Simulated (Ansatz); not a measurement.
# SrTiO3: the cost of one run

Computed with Ansatz 0.2.0 (DFT PBE, scalar-relativistic, plane waves, PAW, unless a step's input says otherwise).

2 further runs of the same task are left out: 2 set aside as unsound or not needed. Runs told in other sessions of the task aren't counted.

**1. The system as given**

The structure is cubic, space group Pm-3m (No. 221). The conventional cell has a = 3.936 Å, b = 3.936 Å, c = 3.936 Å, α = 90.00°, β = 90.00°, γ = 90.00°. Sr (site symmetry m-3m) is surrounded by 12 O at 2.78 Å. Ti (site symmetry m-3m) has 6 O at 1.97 Å in its first shell of neighbours. O (site symmetry 4/mmm) has 2 Ti at 1.97 Å and 4 Sr at 2.78 Å in its first shell of neighbours.

As a file:

```
Sr Ti O
1.0
    -3.93640    0.00000   -3.93640
     0.00000   -3.93640   -3.93640
    -3.93640   -3.93640    0.00000
Sr Ti O
2 2 6
Cartesian
  0.0000 0.0000 0.0000
  -3.9364 -3.9364 -3.9364
  -1.9682 -1.9682 -1.9682
  -5.9046 -5.9046 -5.9046
  0.0000 -1.9682 -1.9682
  -3.9364 -1.9682 -1.9682
  -1.9682 -3.9364 -1.9682
  -1.9682 0.0000 -1.9682
  -1.9682 -1.9682 0.0000
  -1.9682 -1.9682 -3.9364
```

It is built from the cell relaxed beforehand with the same method (12.20 Å³/atom).

**2. The undisturbed cell**

The input, input.yaml:

```yaml
crystal:
  lattice:
    - [-3.9364035682, 0.0, -3.9364035682]
    - [0.0, -3.9364035682, -3.9364035682]
    - [-3.9364035682, -3.9364035682, 0.0]
  atoms:
    - { symbol: Sr, position: [0.0, 0.0, 0.0] }
    - { symbol: Sr, position: [0.5, 0.5, 0.5] }
    - { symbol: Ti, position: [0.25, 0.25, 0.25] }
    - { symbol: Ti, position: [0.75, 0.75, 0.75] }
    - { symbol: O, position: [0.0, 0.5, 0.0] }
    - { symbol: O, position: [0.5, 0.0, 0.5] }
    - { symbol: O, position: [0.0, 0.5, 0.5] }
    - { symbol: O, position: [0.5, 0.0, 0.0] }
    - { symbol: O, position: [0.0, 0.0, 0.5] }
    - { symbol: O, position: [0.5, 0.5, 0.0] }
basis:
  ecutwfc: 420
kpoints:
  mp_grid: { grid: [6, 6, 6] }
hamiltonian:
  xc: pbe
scf:
  occupations: { method: gaussian, width: 0.05 }
output:
  forces: true
  stress: true
  eigenvalues: true
  write_density: true
  write_potential: true
  elf: true
  volumetric_format: npy
```

The run is started by

```bash
> ansatz run input.yaml --threads 2 --pin off --max-ram 5120MiB --backend cpu --events-out ev --progress --plain --runs-dir out
```

Q: Estimate wall time and peak memory on 2 threads of Intel Xeon 6975P-C (Granite Rapids), shared host.

About 2.1 s, with a peak of 0.51 GiB.
